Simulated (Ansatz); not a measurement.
**CH4F4MoO2: vertical ionisation energy**

An exercise on one series of results from a longer session: the logs are not shown, and one member is left open.

The runs use Ansatz 0.2.0, Gaussian basis; unrestricted cation, the program's frozen cores in correlated methods.

Levels to be run: UKS PBE-D4/def2-TZVPP; UKS r2SCAN-D4/def2-TZVPP; UKS PBE0-D4/def2-TZVPP; UKS B3LYP-D4/def2-TZVPP; UKS wB97X-V/def2-TZVPP; UKS wB97M-V/def2-TZVPP; UKS B2PLYP/def2-TZVPP; UHF-CCSD(T)/def2-TZVPP; UHF-MP2/def2-QZVPP; extrapolation to the limit; then −ε(HOMO) from the neutral's earlier runs with LDA (SPW92), PBE-D4, revPBE-D4, BLYP-D4, r2SCAN-D4, B97M-V, PBE0-D4, B3LYP-D4, r2SCANh-D4, r2SCAN0-D4, HSE06-D4, BHLYP-D4, CAM-B3LYP-D4, LC-ωPBE, ωB97X-V, ωB97M-V.

## Structure used throughout

An earlier PBE0-D4 in a triple-zeta def2 set relaxation fixed the geometry. Mo takes the def2 core potential; no spin-orbit term is included.

SMILES `C[O][Mo]([OH])([F])([F])([F])[F]`, 12 atoms, charge 0, spin multiplicity 1.

Atoms are counted from 1 here; the program's logs count them from 0.

Bond lengths: C1–O2 1.396 Å, C1–H9 1.094 Å, C1–H10 1.091 Å, C1–H11 1.093 Å, O2–Mo3 1.800 Å, Mo3–O4 1.863 Å, Mo3–F5 1.855 Å, Mo3–F6 1.845 Å, Mo3–F7 1.862 Å, Mo3–F8 1.839 Å, O4–H12 0.963 Å. Angles: O2–C1–H9 108.6°, O2–C1–H10 108.8°, O2–C1–H11 108.8°, H9–C1–H10 110.6°, H9–C1–H11 110.1°, H10–C1–H11 110.0°, C1–O2–Mo3 143.3°, O2–Mo3–O4 89.8°, O2–Mo3–F5 168.0°, O2–Mo3–F6 100.3°, O2–Mo3–F7 85.0°, O2–Mo3–F8 94.9°, O4–Mo3–F5 83.1°, O4–Mo3–F6 169.8°, O4–Mo3–F7 95.1°, O4–Mo3–F8 92.7°, F5–Mo3–F6 87.1°, F5–Mo3–F7 86.0° and more.

The first run:

in.yaml reads:

```yaml
crystal:
  periodic: [false, false, false]
  atoms:
    - {symbol: C, position_ang: [0.858324, -1.762859, 0.498916]}
    - {symbol: O, position_ang: [0.089586, -0.621517, 0.736626]}
    - {symbol: Mo, position_ang: [-0.342136, 0.992031, 0.066631]}
    - {symbol: O, position_ang: [-1.341294, 0.164065, -1.270143]}
    - {symbol: F, position_ang: [-0.647373, 2.509676, -0.955017]}
    - {symbol: F, position_ang: [0.522772, 2.091402, 1.270306]}
    - {symbol: F, position_ang: [1.279568, 0.868259, -0.839324]}
    - {symbol: F, position_ang: [-1.813921, 1.221048, 1.145118]}
    - {symbol: H, position_ang: [1.749450, -1.471989, -0.065343]}
    - {symbol: H, position_ang: [1.137988, -2.204102, 1.456861]}
    - {symbol: H, position_ang: [0.263024, -2.473444, -0.080148]}
    - {symbol: H, position_ang: [-1.755997, 0.687421, -1.964484]}
basis:
  gaussian: {orbitals: def2-TZVPP}
total_charge: 1
magnetization: {spin_polarized: true, initial_magnetization: 1}
hamiltonian: {xc: pbe, dispersion: d4}
```

Started as:

```sh
ansatz run in.yaml --threads 4 --pin off --events-out ev --progress --plain --max-ram 66560MiB --backend cuda --devices 0, --max-vram 37GiB
```

Among the steps run: Cation, UKS PBE-D4/def2-TZVPP; Cation, UKS r2SCAN-D4/def2-TZVPP; Cation, UKS PBE0-D4/def2-TZVPP; Cation, UKS B3LYP-D4/def2-TZVPP; Cation, UKS wB97X-V/def2-TZVPP; Cation, UKS wB97M-V/def2-TZVPP; Cation, UKS B2PLYP (frozen core)/def2-TZVPP; Cation, UHF-CCSD(T)/def2-TZVPP; Cation, UHF-MP2/def2-QZVPP.

One of the session's tables, all rows but one given; the rest of the session is left out.

It belongs to the step «Ionisation energies side by side». For comparison, −ε(HOMO) of the neutral from earlier runs:

| functional | −ε(HOMO) (eV) |
| --- | --- |
| LDA (SPW92) | 8.60 |
| PBE-D4 | ? |
| revPBE-D4 | 8.32 |
| BLYP-D4 | 8.33 |
| r2SCAN-D4 | 8.82 |
| B97M-V | 8.94 |
| PBE0-D4 | 10.13 |
| B3LYP-D4 | 9.88 |
| r2SCANh-D4 | 9.46 |
| r2SCAN0-D4 | 10.41 |
| HSE06-D4 | 9.72 |
| BHLYP-D4 | 11.76 |
| CAM-B3LYP-D4 | 11.60 |
| LC-ωPBE | 12.88 |
| ωB97X-V | 12.56 |
| ωB97M-V | 12.49 |

Q: Estimate the row for PBE-D4 from the others.

The run gave: −ε(HOMO) (eV): 8.40. In the column «−ε(HOMO) (eV)» it lies between BLYP-D4 (8.33) and LDA (SPW92) (8.60).
